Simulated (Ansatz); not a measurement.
# CH₂BNO (SMILES BN=C=O): single points off equilibrium

One table from this session's results is given with a row withheld; the runs are named, their logs left out.

Program: Ansatz 0.2.0, Gaussian basis. Level of theory: single points in def2-TZVPP. These are calculated values, not measurements.

Cores are frozen in the correlated methods.

## Starting geometry

6 atoms, charge 0, spin multiplicity 1.

Atoms are counted from 1 here; the program's logs count them from 0.

Bond lengths: B1–N2 1.354 Å, B1–H5 1.106 Å, B1–H6 1.157 Å, N2–C3 1.153 Å, C3–O4 1.122 Å. Angles: N2–B1–H5 119.6°, N2–B1–H6 117.0°, H5–B1–H6 123.4°, B1–N2–C3 166.7°, N2–C3–O4 175.2°.

Coordinates:

```xyz
6
CH2BNO
B    -0.4726    0.9282   -0.1694
N     0.1994   -0.2039    0.1463
C     0.6492   -1.2648    0.1983
O     1.1276   -2.2712    0.3289
H    -1.0563    0.9726   -1.1079
H    -0.4171    1.8001    0.5887
```

The first run:

Input file run/in.yaml:

```yaml
crystal:
  periodic: [false, false, false]
  atoms:
    - {symbol: B, position_ang: [-0.472600, 0.928200, -0.169400]}
    - {symbol: N, position_ang: [0.199400, -0.203900, 0.146300]}
    - {symbol: C, position_ang: [0.649200, -1.264800, 0.198300]}
    - {symbol: O, position_ang: [1.127600, -2.271200, 0.328900]}
    - {symbol: H, position_ang: [-1.056300, 0.972600, -1.107900]}
    - {symbol: H, position_ang: [-0.417100, 1.800100, 0.588700]}
basis:
  gaussian: {orbitals: def2-TZVPP}
correlation: {method: ccsd_t}
output: {forces: true}
```

No record of the launch command was kept for these runs.

Among the steps run: CCSD(T)/def2-TZVPP; PBE0-D4/def2-TZVPP; wB97M-V/def2-TZVPP; r2SCAN-D4/def2-TZVPP; PBE-D4/def2-TZVPP; wB97X-V/def2-TZVPP; SPW92/def2-TZVPP.

One of the session's tables, all rows but one given; the rest of the session is left out.

| method | RMS force component (eV/Å) | angle to CCSD(T) forces (°) | dipole (D) |
| --- | --- | --- | --- |
| CCSD(T) | 1.779 | reference | 0.88 |
| PBE0-D4 | 1.579 | 5.7 | 0.87 |
| wB97M-V | ? | ? | ? |
| r2SCAN-D4 | 1.690 | 4.1 | 0.80 |
| PBE-D4 | 1.972 | 5.2 | 0.66 |
| wB97X-V | 1.630 | 3.8 | 0.93 |
| SPW92 | 1.791 | 10.3 | 0.70 |

**Question.** Estimate the row for wB97M-V.

As computed: RMS force component (eV/Å): 1.571; angle to CCSD(T) forces (°): 2.8; dipole (D): 0.87. In the column «RMS force component (eV/Å)» it is the lowest.
